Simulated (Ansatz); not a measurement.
This script makes an equation of state with a fit of ScHg, space group Pm-3m with the Python package of Ansatz (0.2.0).

Script `schg.py`:
```python
import ansatz
import numpy as np

vectors0 = np.array([
    [3.48, 0.0, 0.0],
    [0.0, 3.48, 0.0],
    [0.0, 0.0, 3.48],
])
sites = [
    ("Sc", (0.5, 0.5, 0.5)),
    ("Hg", (0.0, 0.0, 0.0)),
]


def make_crystal(cell):
    crystal = ansatz.Crystal(lattice=ansatz.Lattice.of(cell))
    for symbol, position in sites:
        crystal = crystal.atom(symbol, position)
    return crystal

volumes, energies, pressures = [], [], []
for scale in np.linspace(0.95, 1.07, 5):
    cell = vectors0 * scale ** (1 / 3)
    base = (
        make_crystal(cell).calculation()
        .functional("PBEsol")
        .pseudopotentials("paw")
        .basis(17 * ansatz.Ha)
        .occupations("Fermi-Dirac", width=100 * ansatz.meV)
        .scf(tolerance=1e-09)
        .kpoints(8, 8, 8)
        .stress()
    )
    rep = base.run().report
    volumes.append(abs(np.linalg.det(cell)) / len(sites))
    energies.append(rep["free_energy_ev"] / len(sites))
    pressures.append(np.trace(rep["stress_gpa"]) / 3)
    print(f"V = {volumes[-1]:8.4f} A^3/atom  F = {energies[-1]:.5f} eV/atom  P = {pressures[-1]:8.3f} GPa")

x = np.array(volumes) ** (-2 / 3)
poly = np.polynomial.Polynomial.fit(x, energies, 3).convert()
roots = poly.deriv().roots()
x0 = min((r.real for r in roots if abs(r.imag) < 1e-9 and poly.deriv(2)(r.real) > 0), key=lambda r: abs(r - x.mean()))
v0 = x0 ** -1.5
b0 = 4 / 9 * poly.deriv(2)(x0) * v0 ** (-7 / 3) * 160.21766
b1 = 4 + 2 / 3 * x0 * poly.deriv(3)(x0) / poly.deriv(2)(x0)
print(f"V0 = {v0:.4f} A^3/atom, B0 = {b0:.1f} GPa, dB/dP = {b1:.2f}")
```

Its results, one of them left out:

| V (Å³/atom) | F less the lowest row shown (meV/atom) |
| --- | --- |
| 20.018 | 9.39 |
| 20.651 | 0.00 |
| 21.283 | 1.74 |
| 21.915 | 12.82 |
| 22.547 | ? |

What is the missing energy at 22.547 Å³ an atom?

A third-order Birch-Murnaghan fit, E = E0 + (9 V0 B0 / 16) [(t - 1)³ B' + (t - 1)² (6 - 4t)] with t = (V0/V)^(2/3), through the 4 rows shown gives V0 = 20.856 Å³, B0 = 87.7 GPa, B' = 4.74 and E0 = -0.56 meV. At V = 22.547 Å³, t = 0.94935, and the fit extrapolates to 31.77 meV. The run gave 31.76 meV, a miss of 0.00 meV.

Caveats:
- The mesh is modest for a metal, so energies can be off by several to tens of meV an atom and pressures by half a GPa or more; differences at equal mesh fare better.
- The program warned that this SCF threshold is loose for forces or stresses.
- Pressure is positive in compression.
- Spin-orbit coupling, which matters for elements this heavy, is left out.
- The structure is a deposited one; some such entries were measured under pressure or heat, so a shift against it needn't be the functional's error alone.
- It ran for 8.5 s on 1 thread of Arm Neoverse V2, on a shared host, peak memory 0.4 GiB.
